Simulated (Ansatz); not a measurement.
# Ga2BH (triplet): the correlation ladder at distance Ga2–Ga3 = 5.872 Å, cc-pVDZ

An exercise on one series of results from a longer session: the logs are not shown, and one member is left open.

Method: cc-pVDZ, core rule «outside noble gas», up to 29 orbitals frozen; program: Ansatz 0.2.0, Gaussian basis.

To be run: UHF; CCSD(T) on ROHF; CCSD(T) on UHF; BCCD(T) on ROHF; CISD; CCSDT(Q) on ROHF; CCSDT(Q) on UHF; CASSCF and MRCISD+Q, 4 electrons in 4 orbitals; CASSCF and NEVPT2, 4 electrons in 4 orbitals; CASSCF and NEVPT2, 10 electrons in 10 orbitals.

32 further runs of the same task are left out: 2 for a mislabelled method, 24 that didn't finish, 6 set aside as unsound or not needed.

## The system

The geometry derives from a PBE0/def2-TZVP stationary point (not a proven minimum). One bond is set to the value named and the two fragments are kept rigid. No spin-orbit coupling is included. The filled d shell of Ga may be among the frozen orbitals whatever the setting's name suggests; the logs give the count.

4 atoms, charge 0, spin multiplicity 3.

Atoms are counted from 1 here; the program's logs count them from 0.

Bond lengths: B1–Ga2 1.941 Å, B1–H4 1.189 Å. Angles: Ga2–B1–H4 180.0°.

Set-up of the first run:

Contents of in.yaml:

```yaml
crystal:
  periodic: [false, false, false]
  atoms:
    - {symbol: B, position_ang: [0.000000, 0.000000, -2.141360]}
    - {symbol: Ga, position_ang: [0.000000, 0.000000, -0.200376]}
    - {symbol: Ga, position_ang: [0.000000, 0.000000, 5.671624]}
    - {symbol: H, position_ang: [0.000000, 0.000000, -3.329888]}
basis:
  gaussian: {orbitals: cc-pVDZ}
magnetization: {spin_polarized: true, initial_magnetization: 2}
hamiltonian: {xc: hf}
output: {orbitals: {seedname: orbitals}}
```

Started as:

```console
> ansatz run in.yaml --threads 1 --pin off --events-out ev --progress --plain --max-ram 2393MiB
```

Among the steps run: UHF; CCSD(T) on ROHF; CCSD(T) on UHF; BCCD(T) on ROHF; CISD; CCSDT(Q) on ROHF; CCSDT(Q) on UHF; CASSCF and MRCISD+Q, 4 electrons in 4 orbitals; CASSCF and NEVPT2, 4 electrons in 4 orbitals; CASSCF and NEVPT2, 10 electrons in 10 orbitals.

One of the session's tables, all rows but one given; the rest of the session is left out.

| method | from RCCSDT(Q) (kJ/mol) |
| --- | --- |
| ROHF | +488.9 |
| UHF | +445.5 |
| RMP2 | +138.3 |
| UMP2 | ? |
| RCCSD | +14.4 |
| UCCSD | +4.7 |
| RCCSD(T) | +4.0 |
| UCCSD(T) | -9.8 |
| BCCD(T) | +3.9 |
| RCCSDT | +0.5 |
| UCCSDT | -13.7 |
| RCCSDT(Q) | 0 |
| UCCSDT(Q) | -14.6 |

Estimate the missing values for UMP2.

The run gave: from RCCSDT(Q) (kJ/mol): +106.2. In the column «from RCCSDT(Q) (kJ/mol)» it lies between RCCSD (+14.4) and RMP2 (+138.3).

Not comparable, so not listed: CISD (they don't share determinant, frozen orbitals or solution with the rows shown, or repeat one).

To keep in mind: The determinant is far from a pure spin state, so its energy mixes those of several spin states (harmless only where they are near-degenerate, as at dissociation). Left out of the table: CASSCF pair, NEVPT2 pair, MRCISD pair, MRCISD+Q pair, CASSCF frontier, NEVPT2 frontier (the active space lost an orbital or holds another state than full CI finds). Restricted and unrestricted rows rest on different reference determinants; where their highest levels disagree by more than a few hundredths of an eV, they describe different states and don't form one ladder. Warnings in the runs' records: passed over end.
